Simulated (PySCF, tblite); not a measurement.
# C2H5N2Si radical: geometry, infrared bands and EPR parameters

Wanted: the infrared bands and EPR parameters of C2H5N2Si radical (`C#C[Si@@H]([NH])N`), by calculation.

Programs: tblite 0.8.0 and PySCF 2.14.0, with density-fitted response routines of our own. Each step states its level of theory. These are calculated values for one molecule in the gas phase, unless marked as measured. Atoms are numbered from 0 throughout.

## (1) The molecule as given

10 atoms, charge 0, multiplicity 2; geometry from: force field or distance geometry start.

Bonds of the start (Å): C0–C1 1.23, C1–Si2 1.81, Si2–N3 1.80, Si2–N4 1.79, C0–H5 1.04, Si2–H6 1.45, N3–H7 1.04, N4–H8 1.02, N4–H9 1.03.

## (2) Geometry optimisation with GFN2-xTB

The job: settings as JSON, then the geometry in Å.

```
{"job": {"kind": "relax", "xc": "GFN2-xTB", "basis": "xTB"}, "charge": 0, "multiplicity": 2}
C      2.467700    -0.713200    -0.499300
C      1.350300    -0.286100    -0.218300
Si    -0.298100     0.322700     0.234300
N     -0.586600     1.972500    -0.412700
N     -1.526000    -0.857300    -0.321900
H      3.403300    -1.081000    -0.764300
H     -0.375600     0.389300     1.677900
H     -0.627900     2.702300     0.329300
H     -2.469400    -0.619400    -0.023500
H     -1.328800    -1.825100    -0.024000
```

Launch:

```
$ OMP_NUM_THREADS=1 python probes_run.py task.json out
```

One launch serves the whole session: the jobs run in the order shown.

Output:

```text
step      E/eV     max force
  0    -387.57648    3.604
  1    -387.46297   10.415
  2    -387.84590    0.714
  3    -387.86163    0.404
  4    -387.87885    0.481
  5    -387.89282    0.491
  6    -387.90846    0.443
  7    -387.92248    0.420
  8    -387.93683    0.478
  9    -387.95074    0.370
 10    -387.95977    0.253
 11    -387.96485    0.242
 12    -387.96959    0.239
 13    -387.97639    0.307
 14    -387.98504    0.350
 15    -387.99305    0.272
 16    -387.99681    0.403
 17    -388.00058    0.235
 18    -388.00287    0.189
 19    -388.00718    0.142
 20    -388.00884    0.145
 21    -388.01133    0.119
 22    -388.01332    0.134
 23    -388.01580    0.138
 24    -388.01787    0.225
 25    -388.01763    0.237
 26    -388.02138    0.141
 27    -388.02280    0.116
 28    -388.02472    0.111
 29    -388.02643    0.132
 30    -388.02885    0.130
 31    -388.03032    0.096
 32    -388.03104    0.085
 33    -388.03155    0.082
 34    -388.03297    0.157
 35    -388.03556    0.226
 36    -388.03943    0.245
 37    -388.04263    0.155
 38    -388.04459    0.075
 39    -388.04502    0.072
 40    -388.04554    0.101
 41    -388.04618    0.196
 42    -388.04750    0.183
 43    -388.04908    0.182
 44    -388.05028    0.165
 45    -388.05085    0.099
 46    -388.05141    0.089
 47    -388.05210    0.136
 48    -388.05289    0.128
 49    -388.05340    0.071
 50    -388.05367    0.037
 51    -388.05386    0.058
 52    -388.05401    0.038
 53    -388.05413    0.036
 54    -388.05421    0.028
 55    -388.05428    0.035
 56    -388.05437    0.041
 57    -388.05452    0.041
 58    -388.05467    0.031
 59    -388.05476    0.021
 60    -388.05480    0.017
 61    -388.05483    0.015
 62    -388.05488    0.023
 63    -388.05497    0.030
 64    -388.05508    0.032
 65    -388.05517    0.024
 66    -388.05521    0.013
 67    -388.05524    0.014
 68    -388.05526    0.015
 69    -388.05531    0.022
 70    -388.05540    0.027
 71    -388.05551    0.028
 72    -388.05560    0.021
 73    -388.05566    0.022
 74    -388.05570    0.021
 75    -388.05575    0.023
 76    -388.05584    0.036
 77    -388.05593    0.023
 78    -388.05599    0.052
 79    -388.05603    0.010
```

It took 0.34 s on 1 thread of Arm Neoverse V2, shared host.

Relaxation path: (not every step is listed) (the energy doesn't fall at every step)

| step | energy from step 0 (eV) | largest force (eV/Å) |
| --- | --- | --- |
| 0 | 0.0000 | 3.6042 |
| 1 | 0.1135 | 10.4150 |
| 2 | -0.2694 | 0.7141 |
| 3 | -0.2851 | 0.4043 |
| 4 | -0.3024 | 0.4806 |
| 5 | -0.3163 | 0.4909 |
| 6 | -0.3320 | 0.4432 |
| 7 | -0.3460 | 0.4197 |
| 8 | -0.3603 | 0.4779 |
| 14 | -0.4086 | 0.3499 |
| 20 | -0.4324 | 0.1449 |
| 26 | -0.4449 | 0.1411 |
| 32 | -0.4546 | 0.0854 |
| 38 | -0.4681 | 0.0748 |
| 44 | -0.4738 | 0.1646 |
| 50 | -0.4772 | 0.0375 |
| 56 | -0.4779 | 0.0410 |
| 62 | -0.4784 | 0.0229 |
| 68 | -0.4788 | 0.0154 |
| 74 | -0.4792 | 0.0210 |
| 75 | -0.4793 | 0.0232 |
| 76 | -0.4794 | 0.0356 |
| 77 | -0.4794 | 0.0234 |
| 78 | -0.4795 | 0.0517 |
| 79 | -0.4796 | 0.0103 |

Close pairs (by a distance rule), those that changed most:

| bond | before (Å) | after (Å) | change (Å) |
| --- | --- | --- | --- |
| Si2–N3 | 1.795 | 1.677 | -0.118 |
| C1–Si2 | 1.815 | 1.864 | +0.050 |
| Si2–N4 | 1.792 | 1.747 | -0.044 |
| N3–H7 | 1.042 | 1.006 | -0.035 |
| C0–C1 | 1.229 | 1.199 | -0.029 |
| N4–H9 | 1.032 | 1.007 | -0.025 |
| Si2–H6 | 1.447 | 1.469 | +0.022 |
| C0–H5 | 1.040 | 1.053 | +0.013 |

The end geometry stands in the next job.

## (3) Vibrational analysis with GFN2-xTB

The job: settings as JSON, then the geometry in Å.

```
{"job": {"kind": "ir", "xc": "GFN2-xTB", "basis": "xTB"}, "charge": 0, "multiplicity": 2}
C      2.362038    -0.735677    -0.508235
C      1.315590    -0.299066    -0.117354
Si    -0.312455     0.383016     0.482922
N     -0.652141     1.775582    -0.387591
N     -1.465661    -0.865674     0.077527
H      3.281142    -1.127522    -0.839884
H     -0.275249     0.388389     1.951745
H     -0.692318     2.698201     0.012367
H     -2.390410    -0.578173    -0.196957
H     -1.161654    -1.634422    -0.497068
```

Output:

```text
mode    cm-1     km/mol
  1     100.5     11.55
  2     114.7     17.95
  3     139.5     25.32
  4     191.8      9.40
  5     232.0     25.05
  6     276.0      7.98
  7     301.7     94.48
  8     550.9    105.41
  9     563.9    137.75
 10     618.8     22.66
 11     646.6     54.45
 12     655.1     24.45
 13     661.5     43.16
 14     731.6    143.88
 15     797.8     44.33
 16     801.3     59.02
 17     991.9     12.20
 18    1510.7     22.76
 19    2159.8    181.28
 20    2214.3      2.37
 21    3345.0      0.26
 22    3476.2      4.29
 23    3483.4      4.68
 24    3521.2      0.06
```

It took 0.18 s on 1 thread of Arm Neoverse V2, shared host.

The strongest bands and the atoms that carry them (share of the mass-weighted mode):

| cm⁻¹ | km/mol | atoms |
| --- | --- | --- |
| 302 | 94.5 | H7 45 %, N3 14 %, Si2 13 %, C1 12 % |
| 551 | 105.4 | H6 43 %, H9 18 %, N4 15 %, H8 11 % |
| 564 | 137.8 | H6 43 %, H8 23 %, H9 16 %, N4 11 % |
| 647 | 54.5 | H6 49 %, H5 22 %, Si2 11 % |
| 732 | 143.9 | H7 83 %, N3 12 % |
| 798 | 44.3 | H9 47 %, H8 22 %, N4 20 % |
| 801 | 59.0 | N4 43 %, Si2 30 %, H8 23 % |
| 2160 | 181.3 | H6 97 % |

## (4) EPR parameters: B3LYP/pcH-1

The job, as its differences from that of step 3:

```diff
@@ -1,2 +1,2 @@
-{"job": {"kind": "ir", "xc": "GFN2-xTB", "basis": "xTB"}, "charge": 0, "multiplicity": 2}
+{"job": {"kind": "epr", "basis": "pcH-1"}, "charge": 0, "multiplicity": 2}
 C      2.362038    -0.735677    -0.508235
```

Method: UKS B3LYP, pcH-1 on C H N Si, non-relativistic, mean-field spin-orbit, GIAO.

Output:

```text
UKS, coarse grid
  cycle   1  E = -478.07887215  |g| = 4.12e-01
  cycle   2  E = -478.04567910  |g| = 5.02e-01
  cycle   3  E = -478.15422734  |g| = 8.50e-02
  cycle   4  E = -478.15628111  |g| = 6.05e-02
  cycle   5  E = -478.15815054  |g| = 1.77e-02
  cycle   6  E = -478.15836514  |g| = 6.28e-03
  cycle   7  E = -478.15841977  |g| = 2.09e-03
  cycle   8  E = -478.15843138  |g| = 1.31e-03
  cycle   9  E = -478.15843264  |g| = 9.54e-04
UKS, final grid
  cycle   1  E = -478.15837727  |g| = 1.39e-03
  cycle   2  E = -478.15837647  |g| = 2.52e-03
  cycle   3  E = -478.15837951  |g| = 3.48e-04
  cycle   4  E = -478.15838017  |g| = 4.17e-04
  cycle   5  E = -478.15838115  |g| = 1.77e-04
  cycle   6  E = -478.15838123  |g| = 6.00e-05
  cycle   7  E = -478.15838124  |g| = 3.08e-05
  cycle   8  E = -478.15838124  |g| = 1.27e-05
E = -478.15838124 Eh   <S^2> = 0.7538 (exact 0.7500)
g shifts (ppm)      1          2          3
  rmc          -200       -200       -200
  gc              3         41         40
  oz_so         126       1434       9495
  total         -72       1274       9334
hyperfine (MHz)  atom isotope    a_iso     a_fc   dipolar eigenvalues
    0   13C       8.96       8.96     -3.37     -1.10      4.47
    1   13C      62.24      62.24     -4.49     -3.08      7.56
    2  29Si      42.07      42.12     -1.34      0.13      1.21
    3   14N      25.84      25.62    -40.36    -39.54     79.90
    4   14N      -0.12      -0.12     -3.48     -3.28      6.75
    5    1H      -0.25      -0.25     -1.74     -0.68      2.42
    6    1H       8.63       8.63     -3.32     -2.93      6.25
    7    1H     -55.31     -55.52    -50.44     -8.31     58.75
    8    1H      -2.85      -2.85     -6.05     -0.70      6.74
    9    1H      -1.85      -1.86     -5.09     -0.92      6.02
```

Wall time 27 s (1 thread of Arm Neoverse V2, shared host); peak memory 0.55 GiB.

Principal g values 2.00225, 2.00359, 2.01165; g(iso) = 2.00583, against 2.00232 for a free electron.

Mean a(iso) over the nuclei that a row names, and the largest dipolar term of the row (other rows stand at the frozen geometry):

| nuclei | isotope | a(iso) (MHz) | a(iso) (G, at g = 2.0023) | largest dipolar term (MHz) |
| --- | --- | --- | --- | --- |
| C1 | 13C | 62.2 | 22.2 | 7.6 |
| H7 | 1H | -55.3 | -19.7 | 58.7 |
| Si2 | 29Si | 42.1 | 15.0 | -1.3 |
| N3 | 14N | 25.8 | 9.2 | 79.9 |
| C0 | 13C | 9.0 | 3.2 | 4.5 |
| H6 | 1H | 8.6 | 3.1 | 6.3 |
| H8, H9 | 1H | -2.3 | -0.8 | 6.7 |
| H5 | 1H | -0.2 | -0.1 | 2.4 |
| N4 | 14N | -0.1 | 0.0 | 6.8 |

Mulliken spin populations:

| atom | value (e) |
| --- | --- |
| C0 | 0.02 |
| C1 | 0.02 |
| Si2 | -0.01 |
| N3 | 0.94 |
| N4 | 0.06 |
| H5 | 0.00 |
| H6 | 0.00 |
| H7 | -0.03 |
| H8 | 0.00 |
| H9 | 0.00 |

In first order the couplings over 0.8 MHz of 1H, 14N give 36 distinct lines over 42.9 G, if the averaged nuclei exchange fast.

Orbitals, density, ELF and potential are computed afterwards from the orbital file.

ELF in a plane through or near 6 of the atoms.

Ten even steps from ' ' (0.00) to '@' (1.00):
```
                                                        
                                                        
                                                        
                                ==##++                  
                              ::%%@@@@==                
                ......      ..==%%@@%%==                
              ::--==--..  ..==**##%%**::                
          ::--==**##**++--::++%%%%**--..                
        ##%%##****%%####%%==..::##**--..                
      --@@@@@@**##**----@@++..::..::                    
      ==@@@@@@##..****==%%++..::++::                    
        ##@@%%****####**--..++%%##**##**--              
        ..::::--++++++--  ..++**++%%@@@@##              
              ..::::::    **@@@@**%%@@%%**              
                          %%@@@@**==++==..              
                          ++##**::                      
                            ....                        
                                                        
                                                        
                                                        
```
The map spans 12.3 Å across and 9.7 Å up, centred on the molecule. Atoms in the plane (x, y in Å): C0 (-2.5, 0.1), C1 (-1.3, 0.2), N4 (1.1, -1.3), H5 (-3.6, 0.0), H8 (2.0, -1.4), H9 (0.5, -2.0).

On the surface of density 0.002 e/bohr³ the electrostatic potential runs, from the 1st to the 99th percentile, from -1.54 V near N3 to 1.79 V near H7.

The spin density lies nearest to N3 77 %; H7 8 %.

## (5) What came out

```
                                 quantity                  value
strongest single infrared mode (GFN2-xTB)  2160 cm⁻¹, 181 km/mol
             zero-point energy (GFN2-xTB)          40.2 kcal/mol
                           g(iso) (B3LYP)                2.00583
                                     ⟨S²⟩     0.754 (exact 0.75)
       largest a(iso) (averaged by class)    13C on C1, 62.2 MHz
    surface potential, 1st and 99th percentile     -1.54 V and 1.79 V
```

What this shows: Over 79 steps the energy fell by 0.480 eV; of the close pairs, Si2–N3 changed most, 1.795 to 1.677 Å. All 24 modes are real, so the xTB geometry is a minimum. The strongest single mode, at 2160 cm⁻¹, moves mainly H6. Unscaled tight-binding wavenumbers are off by several per cent, some by more. Its intensities can rank the bands wrongly. N3 carries the largest spin population, 0.94 e. The isotropic g lies 3.5 ppt above the free-electron value.
